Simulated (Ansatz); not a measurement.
# SnSe2 in Ansatz: the effect of target pressure

The system is SnSe2.

```
CELL_PARAMETERS angstrom
3.81100 0.00000 0.00000
-1.90550 3.30042 0.00000
0.00000 0.00000 6.13600
ATOMIC_POSITIONS crystal
Sn 0.00000 0.00000 0.00000
Se 0.66667 0.33333 0.75100
Se 0.33333 0.66667 0.24900
```

Alike in all runs:

* Program: Ansatz 0.2.0
* Task: relaxation of cell and atoms
* Functional: r2SCAN
* Potentials or basis: Ansatz PAW
* Cutoff: 500 eV (not typed: the program's choice for these potentials)
* k mesh: 8 × 8 × 5
* Occupations: fermi-dirac, width 0.05 eV
* Spin: no spin polarisation

Each run relaxes the cell or the atoms first.

```csv
target pressure,relaxed volume (Å³/atom),gap on the mesh (eV)
0 GPa,27.77,1.01
2 GPa,25.52,0.95
5 GPa,23.93,0.74
10 GPa,22.33,0.47
20 GPa,?,?
30 GPa,19.01,none
```

Q: What does the run with target pressure 20 GPa give?

A: Relaxed volume 20.29 Å³/atom; gap on the mesh none.

Worked out: A parabola through the other rows of the relaxed volume, of slope -0.146 Å³/atom per GPa there, gives 19.23 Å³/atom, against the run's 20.29. The fit is too stiff a form for this range.

Caveats: the plane-wave basis is chosen anew once the cell has moved, so the energies of steps on either side of that aren't comparable; the PAW data sets come from PBE, with cores solved anew for the run's functional, which leaves a small shift of forces and pressure; odd divisions of the mesh miss points on the zone boundary, where band edges often lie, so the gap on the mesh can be too wide (some runs); spin-orbit coupling is left out, which moves the levels of the heavy elements (some runs); the volume moved by over 15 % at a fixed basis, so the end points are rough (some runs).

A k mesh can miss the band edges.

A gap of «none» marks a metal or a gap under the smearing width.

Runs at the PBE level aren't shown here.
